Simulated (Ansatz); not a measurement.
# Si9C3N8: melt and quench

The task, for Si9C3N8: make an amorphous cell by melting and quenching in short dynamics.

Program: Ansatz 0.2.0. Level of theory: DFT PBE, scalar-relativistic, plane waves, PAW. These are calculated values, not measurements.

## (1) Starting point

The cell holds 20 atoms (C3N8Si9): a = 6.543 Å, b = 5.881 Å, c = 6.253 Å, α = 90.57°, β = 90.94°, γ = 91.95°.

It is the last frame of an earlier stage of the same melt, run at 1600 K.

As a file:

```cif
data_structure
_symmetry_space_group_name_H-M 'P 1'
_symmetry_Int_Tables_number 1
_cell_length_a 6.5428
_cell_length_b 5.8814
_cell_length_c 6.2534
_cell_angle_alpha 90.574
_cell_angle_beta 90.943
_cell_angle_gamma 91.955
_cell_volume 240.45
loop_
_atom_site_label
_atom_site_type_symbol
_atom_site_fract_x
_atom_site_fract_y
_atom_site_fract_z
_atom_site_occupancy
Si1 Si 0.65008 0.55930 0.89291 1
Si2 Si 0.67774 0.87059 0.38571 1
Si3 Si 0.11183 0.02033 0.89061 1
Si4 Si 0.31204 0.17645 0.22744 1
Si5 Si 0.34282 0.67917 0.10503 1
Si6 Si 0.31817 0.60355 0.59483 1
Si7 Si 0.64021 0.37872 0.47815 1
Si8 Si 0.92906 0.42805 0.27896 1
Si9 Si 0.02297 0.93139 0.39583 1
C1 C 0.14618 0.87749 0.11912 1
C2 C 0.34853 0.45874 0.86875 1
C3 C 0.78324 0.32035 0.77599 1
N1 N 0.29728 0.23503 0.95452 1
N2 N 0.36556 0.46900 0.31980 1
N3 N 0.01030 0.21461 0.42843 1
N4 N 0.15458 0.82594 0.62335 1
N5 N 0.58468 0.67571 0.59405 1
N6 N 0.49617 0.08150 0.39840 1
N7 N 0.88555 0.15344 0.79803 1
N8 N 0.60271 0.76451 0.10779 1
```

## (2) Langevin stage at 300 K

One k point, a Fermi-Dirac width of 0.050 eV and a fixed cell.

input.yaml reads:

```yaml
crystal:
  lattice:
    - [6.541727, -0.105804, -0.052875]
    - [-0.105804, 5.880345, -0.030814]
    - [-0.052875, -0.030814, 6.25313]
  atoms:
    - { symbol: Si, position: [0.6500829919, 0.5592999552, 0.8929103481] }
    - { symbol: Si, position: [0.6777393898, 0.8705867383, 0.3857079537] }
    - { symbol: Si, position: [0.1118296682, 0.0203295135, 0.8906144154] }
    - { symbol: Si, position: [0.3120397927, 0.1764488318, 0.2274430298] }
    - { symbol: Si, position: [0.3428174022, 0.6791734345, 0.1050255878] }
    - { symbol: Si, position: [0.3181669712, 0.6035493681, 0.5948281537] }
    - { symbol: Si, position: [0.6402120429, 0.378715555, 0.4781466286] }
    - { symbol: Si, position: [0.9290583863, 0.4280512632, 0.2789620127] }
    - { symbol: Si, position: [0.022974372, 0.9313887445, 0.3958300228] }
    - { symbol: C, position: [0.1461835362, 0.8774946366, 0.1191243459] }
    - { symbol: C, position: [0.3485312612, 0.4587433877, 0.8687533992] }
    - { symbol: C, position: [0.7832372252, 0.3203489675, 0.7759905634] }
    - { symbol: "N", position: [0.2972764231, 0.2350315843, 0.9545206167] }
    - { symbol: "N", position: [0.3655646438, 0.4689984317, 0.3198017168] }
    - { symbol: "N", position: [0.0102993782, 0.214609872, 0.4284250789] }
    - { symbol: "N", position: [0.1545783966, 0.8259360372, 0.6233501234] }
    - { symbol: "N", position: [0.5846775182, 0.6757070091, 0.5940469926] }
    - { symbol: "N", position: [0.4961695302, 0.0815017781, 0.3984005298] }
    - { symbol: "N", position: [0.8855462668, 0.1534428466, 0.7980314536] }
    - { symbol: "N", position: [0.6027085719, 0.7645086447, 0.1077860634] }
  symmetry: { detect: false }
basis:
  ecutwfc: 420
  xc_grid: 1
kpoints:
  mp_grid: { grid: [1, 1, 1], shift: [0.25, 0.25, 0.25] }
hamiltonian:
  xc: pbe
scf:
  occupations: { method: fermi_dirac, width: 0.05 }
  lower_state_search: "off"
  convergence: { dr2_threshold: 1.0e-05 }
output:
  forces: true
  stress: true
md:
  timestep: 2.0
  n_steps: 250
  ensemble: nvt_langevin
  friction: 0.03
  temperature: 300.0
  initial_velocities: maxwell_boltzmann
  seed: 61704
```

Command:

```
$ ansatz run input.yaml --threads 2 --pin off --max-ram 5120MiB --backend cpu --events-out ev --progress --plain --runs-dir out
```

Standard output, cut to the lines that bear on the results:

```text
Warning: scf.convergence.dr2_threshold = 1e-5 eV is looser than this run's default, which is 1e-7 eV or tighter. The error in the forces grows as the threshold's square root, so leave the key out unless less accurate forces are enough
Warning: output.stress: scf.convergence.dr2_threshold = 1e-5 eV is looser than the 2e-9 eV advised for a printed stress (1e-10 eV for each atom of the cell: 20). What an SCF threshold leaves in a stress goes as its square root, and in the free energy as the threshold itself, and one [...]
Warning: RAYON_NUM_THREADS=2 ignored (pool sized by the plan → 2); use --threads N
[...]
Pseudopotentials: kind: paw
Pseudopotential: Si, paw, valence charge 4, recommended cutoff 420 eV (normal), Si.paw.azcp
Pseudopotential: C, paw, valence charge 4, recommended cutoff 420 eV (normal), C.paw.azcp
Pseudopotential: N, paw, valence charge 5, recommended cutoff 420 eV (normal), N.paw.azcp
Functional definition: PBE
[...]
Crystal: 20 atoms, lattice volume = 240.450 Å³
Basis set: ecut = 420 eV, 4693 PW (Γ)
Bands: 64, of which v1, the nominal top of the filled ones, is band 44 counted from 1 (43 counted from 0)
Symmetry: 1 space group operations
k-points: 1
[...]
SCF iter   1: F=—  HF=-9546.450727 eV  |F-HF|=—  |Δ(HF+E_count)|=         —  Δρ=1.20e-2  dr2=4.02e-1  ethr=1.77e-3  ⟨swp⟩=6.0  Hψ=304  notcnv=0  defer=7
[...]
md step     0: t =     0.00 fs  T =   285.0 K  F+E_penalty+E_count = -9546.35384377 eV  E_kin = 0.736782 eV  P_inst = 1.1974 GPa  (8 SCF iters)
[...]
md step    10: t =    20.00 fs  T =   738.1 K  F+E_penalty+E_count = -9548.24276716 eV  E_kin = 1.908217 eV  P_inst = 0.6829 GPa  (6 SCF iters)
[...]
md step    20: t =    40.00 fs  T =   448.4 K  F+E_penalty+E_count = -9548.33683822 eV  E_kin = 1.159095 eV  P_inst = 1.1342 GPa  (6 SCF iters)
[...]
md step    30: t =    60.00 fs  T =   271.3 K  F+E_penalty+E_count = -9548.30648789 eV  E_kin = 0.701316 eV  P_inst = 0.0115 GPa  (5 SCF iters)
[...]
md step    38: t =    76.00 fs  T =   342.3 K  F+E_penalty+E_count = -9548.53990714 eV  E_kin = 0.884819 eV  P_inst = -0.0664 GPa  (4 SCF iters)
md step    39: t =    78.00 fs  T =   297.6 K  F+E_penalty+E_count = -9548.52927347 eV  E_kin = 0.769300 eV  P_inst = 0.2495 GPa  (4 SCF iters)
```

## (3) More of the same log: Langevin dynamics at 300 K from the last frame before

Output, continued, cut to the lines that bear on the results:

```text
md step    40: t =    80.00 fs  T =   253.2 K  F+E_penalty+E_count = -9548.55398964 eV  E_kin = 0.654448 eV  P_inst = 0.3459 GPa  (5 SCF iters)
[...]
md step    71: t =   142.00 fs  T =   409.5 K  F+E_penalty+E_count = -9548.67726275 eV  E_kin = 1.058566 eV  P_inst = -0.6659 GPa  (4 SCF iters)
[...]
md step   102: t =   204.00 fs  T =   248.7 K  F+E_penalty+E_count = -9548.43570632 eV  E_kin = 0.642946 eV  P_inst = 0.6532 GPa  (4 SCF iters)
[...]
md step   133: t =   266.00 fs  T =   293.8 K  F+E_penalty+E_count = -9548.68170783 eV  E_kin = 0.759428 eV  P_inst = -0.7666 GPa  (4 SCF iters)
[...]
md step   162: t =   324.00 fs  T =   301.6 K  F+E_penalty+E_count = -9548.75298797 eV  E_kin = 0.779728 eV  P_inst = 0.0195 GPa  (4 SCF iters)
md step   163: t =   326.00 fs  T =   282.0 K  F+E_penalty+E_count = -9548.72219828 eV  E_kin = 0.728932 eV  P_inst = -0.2306 GPa  (4 SCF iters)
```

## (4) The log goes on: Langevin dynamics at 300 K from the last frame before

The log, continued, cut to the lines that bear on the results:

```text
md step   164: t =   328.00 fs  T =   290.7 K  F+E_penalty+E_count = -9548.70968319 eV  E_kin = 0.751596 eV  P_inst = -0.4181 GPa  (4 SCF iters)
[...]
md step   185: t =   370.00 fs  T =   219.1 K  F+E_penalty+E_count = -9548.65712245 eV  E_kin = 0.566423 eV  P_inst = -0.3870 GPa  (4 SCF iters)
[...]
md step   206: t =   412.00 fs  T =   300.4 K  F+E_penalty+E_count = -9548.71235398 eV  E_kin = 0.776559 eV  P_inst = 0.1713 GPa  (4 SCF iters)
[...]
md step   227: t =   454.00 fs  T =   311.3 K  F+E_penalty+E_count = -9548.97736351 eV  E_kin = 0.804700 eV  P_inst = 0.9226 GPa  (4 SCF iters)
[...]
md step   248: t =   496.00 fs  T =   297.0 K  F+E_penalty+E_count = -9548.81548784 eV  E_kin = 0.767831 eV  P_inst = 0.7247 GPa  (4 SCF iters)
md step   249: t =   498.00 fs  T =   297.9 K  F+E_penalty+E_count = -9548.83711918 eV  E_kin = 0.770100 eV  P_inst = 1.1198 GPa  (4 SCF iters)
[...]
Free energy (F): -9548.859049 eV
[...]
E sigma→0 (E₀):  -9548.856094 eV
Entropy (-TS):   -0.005909 eV (-0.295 meV/atom)
Fermi energy:    8.266876 eV
[...]
--- Forces (eV/Å), atoms counted from 1 ---
  atom   1  Si    -0.29262795     0.29702918    -0.16374987
  atom   2  Si     0.90385573     0.29177986     0.83976906
  atom   3  Si    -0.11711009     0.59093838     0.56534365
  atom   4  Si     0.06386090     0.07373901    -0.40863706
  atom   5  Si     0.41669826    -0.25060323     0.58141411
  atom   6  Si     0.56917524    -1.56791323     0.63101504
  atom   7  Si     0.67200813    -0.00708295    -0.16699607
  atom   8  Si    -0.27327020    -0.22213604     0.21412628
[...]
--- Stress (GPa, compression-positive) ---
        6.069279       6.098347      -4.977939
        6.098345       9.494775      -1.324454
       -4.977944      -1.324453     -12.421239
  P = ⅓ Tr σ = 1.0476 GPa (10.476 kbar)
--- Band table (eV) ---
[...]
--- MD trajectory: 250 steps, t = 0.0 → 500.0 fs ---
  final state: T = 340.6 K   F+E_penalty+E_count = -9548.85904865 eV   E_kin = 0.880455 eV
```

Run time: 3.2 min. Hardware: 2 threads of Arm Neoverse V1, shared host; peak memory 0.38 GiB.

## (5) What the atoms did

The trajectory, every 18 steps (energies from step 0); msd is the mean square displacement from the start, the centre of mass held:

```
time (fs)  T (K)  potential energy change (meV/atom)  pressure (GPa)  msd N (Å²)  msd Si (Å²)  msd C (Å²)
      0.0    285                                 0.0             1.2       0.000        0.000       0.000
     36.0    397                               -84.6             1.6       0.063        0.021       0.047
     72.0    372                              -107.6            -0.7       0.051        0.023       0.034
    108.0    400                              -116.7            -1.4       0.069        0.023       0.020
    144.0    401                              -113.4            -0.8       0.066        0.024       0.024
    180.0    293                              -106.7             1.6       0.075        0.042       0.013
    216.0    286                              -107.5             0.6       0.077        0.043       0.024
    252.0    342                              -116.7            -0.5       0.061        0.027       0.030
    288.0    313                              -117.4             0.3       0.056        0.024       0.039
    324.0    302                              -120.0             0.0       0.047        0.023       0.020
    360.0    281                              -127.1            -0.6       0.065        0.025       0.026
    396.0    354                              -117.8            -0.4       0.076        0.032       0.019
    432.0    378                              -132.7             0.1       0.087        0.035       0.016
    468.0    321                              -122.5             0.9       0.097        0.038       0.029
    500.0    341                              -125.3             1.4       0.086        0.044       0.023
```

time (fs), T (K) and a bar:
```
      0.0        285 ####
     22.0        676 ##############################
     44.0        464 ################
     66.0        341 ########
     86.0        363 #########
    108.0        400 ############
    130.0        376 ##########
    152.0        413 #############
    174.0        307 ######
    196.0        268 ###
    218.0        289 #####
    240.0        375 ##########
    260.0        296 #####
    282.0        315 ######
    304.0        292 #####
    326.0        282 ####
    348.0        246 ##
    370.0        219 
    392.0        346 ########
    414.0        272 ###
    434.0        326 #######
    456.0        260 ###
    478.0        295 #####
    500.0        341 ########
```

Pair distribution over the second half of the run:

| r (Å) | g Si–Si | g Si–N | g N–N |
| --- | --- | --- | --- |
| 0.68 | 0.00 | 0.00 | 0.00 |
| 0.84 | 0.00 | 0.00 | 0.00 |
| 1.00 | 0.00 | 0.00 | 0.00 |
| 1.16 | 0.00 | 0.00 | 0.00 |
| 1.32 | 0.00 | 0.00 | 0.00 |
| 1.48 | 0.00 | 0.00 | 0.00 |
| 1.64 | 0.00 | 1.88 | 0.00 |
| 1.80 | 0.00 | 7.66 | 0.00 |
| 1.96 | 0.00 | 1.40 | 0.00 |
| 2.12 | 0.08 | 0.29 | 0.00 |
| 2.28 | 0.75 | 0.21 | 0.02 |
| 2.44 | 0.68 | 0.09 | 0.68 |
| 2.60 | 1.46 | 0.10 | 1.90 |
| 2.76 | 1.59 | 0.27 | 2.00 |

First peaks of g(r) (not always the tallest), and, where a minimum follows, the mean number of second-named atoms round a first-named one up to the next minimum:

| pair | peak (Å) | height | minimum (Å) | neighbours |
| --- | --- | --- | --- | --- |
| Si–N | 1.80 | 7.7 | 2.52 | 2.6 |

## (6) Snapshots as a file

Positions (Å) and forces (eV/Å):

```xyz
20
Lattice="6.542 -0.106 -0.053 -0.106 5.880 -0.031 -0.053 -0.031 6.253" Properties=species:S:1:pos:R:3:forces:R:3 pbc="T T T" time_fs=100.0 T=349 dE=-2.2818
Si    4.144    3.257    5.417   -1.021    0.402    1.091
Si    4.202    4.823    2.244    0.084    0.921   -0.243
Si    0.700   -0.011    5.422    0.640   -0.862    0.773
Si    1.988    0.875    1.488   -0.673   -0.591   -1.277
Si    2.052    3.617    0.671    0.813    0.860   -0.219
Si    1.955    3.362    3.789   -1.141    1.106    0.352
Si    3.997    2.011    2.997    1.012   -0.152   -0.309
Si    6.043    2.356    1.713   -0.191   -0.616    0.151
Si   -0.046    5.208    2.347    0.215    0.114    0.780
C     1.008    5.080    0.837   -0.359   -0.186   -0.302
C     2.264    2.425    5.371    0.780    0.792    0.596
C     5.048    1.688    4.803   -1.131    0.398   -1.177
N     1.990    1.117    5.934   -0.783    0.073   -0.744
N     2.267    2.684    2.156    0.259   -0.876   -0.079
N     0.391    1.070    2.307   -1.159    0.337    0.634
N     0.739    4.679    3.930    0.331    0.191   -0.274
N     3.654    3.941    3.742    0.806   -0.142    0.619
N     3.474    0.481    2.286    0.030   -0.389    0.763
N     5.735    0.721    5.164    0.765   -0.031    0.095
N     3.726    4.317    0.639    0.721   -1.351   -1.228
20
Lattice="6.542 -0.106 -0.053 -0.106 5.880 -0.031 -0.053 -0.031 6.253" Properties=species:S:1:pos:R:3:forces:R:3 pbc="T T T" time_fs=200.0 T=265 dE=-2.1921
Si    4.124    3.111    5.250    0.185   -0.202    1.833
Si    4.218    4.704    2.126    0.306   -0.570    0.621
Si    0.761   -0.102    5.317   -0.276   -1.210   -1.115
Si    1.885    0.711    1.262    0.648   -0.472    1.377
Si    2.104    3.549    0.598    2.060   -0.254    0.224
Si    2.031    3.320    3.764   -1.057    1.219   -0.786
Si    3.885    1.685    2.907    1.342    0.748   -0.789
Si    5.891    2.041    1.510   -0.137    0.656    0.664
Si   -0.013    4.977    2.284   -0.182    1.021   -0.131
C     0.946    4.898    0.662    0.141    0.075    0.047
C     2.310    2.407    5.342   -0.523   -0.642    0.082
C     4.969    1.465    4.657   -0.912    1.353   -0.833
N     1.906    1.079    5.831    0.820    0.446   -0.803
N     2.322    2.526    2.102   -0.556    0.055    0.046
N     0.326    0.866    2.113   -0.879    0.409    0.641
N     0.900    4.711    3.774    0.130   -0.974    0.642
N     3.669    3.977    3.785    0.868   -0.070   -1.054
N     3.354    0.236    2.187   -0.879   -0.607   -0.682
N     5.876    0.661    4.871   -0.091   -0.644    0.442
N     3.917    4.087    0.526   -1.007   -0.338   -0.423
20
Lattice="6.542 -0.106 -0.053 -0.106 5.880 -0.031 -0.053 -0.031 6.253" Properties=species:S:1:pos:R:3:forces:R:3 pbc="T T T" time_fs=300.0 T=198 dE=-2.1376
Si    4.094    2.956    5.331    0.677    0.487    0.635
Si    4.287    4.696    2.211    0.309   -0.995    0.031
Si    0.689   -0.276    5.317    0.291    1.243    0.661
Si    1.933    0.718    1.281   -0.144   -0.387    0.716
Si    2.181    3.558    0.660    1.718   -1.533   -0.306
Si    1.961    3.239    3.764    1.356    0.760    0.149
Si    4.007    1.749    2.713    0.280    0.329    0.999
Si    6.054    2.162    1.599   -0.557    0.248    0.054
Si    0.083    5.033    2.285   -1.953    0.171    1.479
C     1.069    4.897    0.797   -0.884    0.837   -1.765
C     2.328    2.288    5.319   -1.325    1.103    0.043
C     4.949    1.375    4.633   -1.013    1.678   -1.013
N     1.782    1.047    5.738    0.861   -1.082    2.069
N     2.313    2.474    2.151    0.350    0.188   -1.408
N     0.328    0.912    2.264    0.413   -0.307   -0.490
N     0.847    4.588    3.885   -0.145   -0.718   -1.141
N     3.766    3.811    3.755   -0.525   -0.205   -0.340
N     3.374    0.188    2.286   -0.863    0.877   -0.976
N     5.799    0.557    4.889    1.226   -2.219    0.883
N     3.887    4.064    0.577   -0.070   -0.475   -0.279
20
Lattice="6.542 -0.106 -0.053 -0.106 5.880 -0.031 -0.053 -0.031 6.253" Properties=species:S:1:pos:R:3:forces:R:3 pbc="T T T" time_fs=400.0 T=249 dE=-2.2505
Si    4.189    3.140    5.324   -0.772   -0.514    2.028
Si    4.190    4.643    2.273    0.219    1.184   -1.516
Si    0.697   -0.160    5.357    0.401    0.999    0.243
Si    1.902    0.774    1.372    0.653   -0.621   -0.338
Si    2.124    3.569    0.605    0.937   -0.768    0.455
Si    1.999    3.341    3.842   -0.130    0.218   -0.992
Si    4.031    1.790    2.937   -0.451   -0.496   -1.206
Si    6.015    2.184    1.661   -0.121   -0.461    0.370
Si    0.011    4.972    2.336   -0.423    1.001   -0.568
C     1.011    4.929    0.672   -1.134    0.652    1.675
C     2.305    2.370    5.366    0.242    0.458   -0.590
C     5.009    1.541    4.640    0.119    0.374    0.477
N     1.897    1.100    5.833   -0.268   -1.320    0.792
N     2.305    2.612    2.135   -0.237   -0.517    0.654
N     0.336    0.890    2.258   -0.619    0.218    0.093
N     0.803    4.639    3.939    0.216   -0.670   -1.307
N     3.732    3.937    3.837   -0.483   -0.075   -0.861
N     3.370    0.280    2.289   -0.030   -0.164   -0.120
N     5.820    0.696    5.078   -0.353   -0.195   -0.067
N     3.773    4.078    0.565    2.232    0.699    0.781
20
Lattice="6.542 -0.106 -0.053 -0.106 5.880 -0.031 -0.053 -0.031 6.253" Properties=species:S:1:pos:R:3:forces:R:3 pbc="T T T" time_fs=500.0 T=341 dE=-2.5052
Si    4.173    3.005    5.321   -0.293    0.297   -0.164
Si    4.254    4.680    2.146    0.904    0.292    0.840
Si    0.747   -0.224    5.179   -0.117    0.591    0.565
Si    1.903    0.643    1.255    0.064    0.074   -0.409
Si    2.212    3.473    0.546    0.417   -0.251    0.581
Si    2.052    3.374    3.661    0.569   -1.568    0.631
Si    3.923    1.736    2.786    0.672   -0.007   -0.167
Si    6.024    2.230    1.848   -0.273   -0.222    0.214
Si    0.026    5.027    2.189   -1.473   -1.627   -0.792
C     1.035    4.842    0.577   -0.422   -0.281    0.072
C     2.371    2.268    5.259   -0.678    1.617   -0.158
C     5.025    1.502    4.562   -0.539   -0.088   -0.606
N     1.855    1.020    5.746    0.541   -0.205    0.119
N     2.250    2.426    2.102    0.885    1.306   -0.821
N     0.273    0.830    1.997   -0.282    1.529    0.259
N     0.966    4.684    3.657   -0.936    0.631    0.802
N     3.756    3.877    3.731    0.070   -0.343   -0.155
N     3.346    0.197    2.184   -0.237   -0.157   -0.340
N     5.768    0.533    4.732    1.316   -1.186    0.654
N     3.929    3.963    0.593   -0.192   -0.396   -1.128
```

## (7) The stages side by side

Means over the second half of each stage, earlier sessions' stages included (the first, hottest stages at a lower cutoff are left out); the pressure holds its kinetic part:

```
thermostat (K)  duration (fs)  mean T (K)  mean P (GPa)  mean potential energy over the last stage (meV/atom)  largest msd at the end (Å²)  wall time
          4000            500        3906          11.4                                                   752                         2.40    4.4 min
          2880            500        3190           6.2                                                   664                         2.63    4.2 min
          1600            500        1657           4.0                                                   274                         2.46    3.9 min
           300            500         291           0.2                                                     0                         0.08    3.2 min
```

## (8) Summary of results

```
                               quantity                          value
                          300 K: length              250 steps of 2 fs
300 K: temperature, first and last step                  285 and 341 K
        300 K: temperature, second half  mean 291 K, from 198 to 404 K
```

What this shows: Against a set 300 K the second half averages 291 K with a spread of 46 K (in equilibrium 20 atoms would scatter by about 55 K, over a far longer run). The thermostat is lowered by 3700 K within 1500 fs (some 2×10^15 K/s), far faster than any real quench. A run of 500 fs with 20 atoms shows the motion but fixes no equilibrium value.
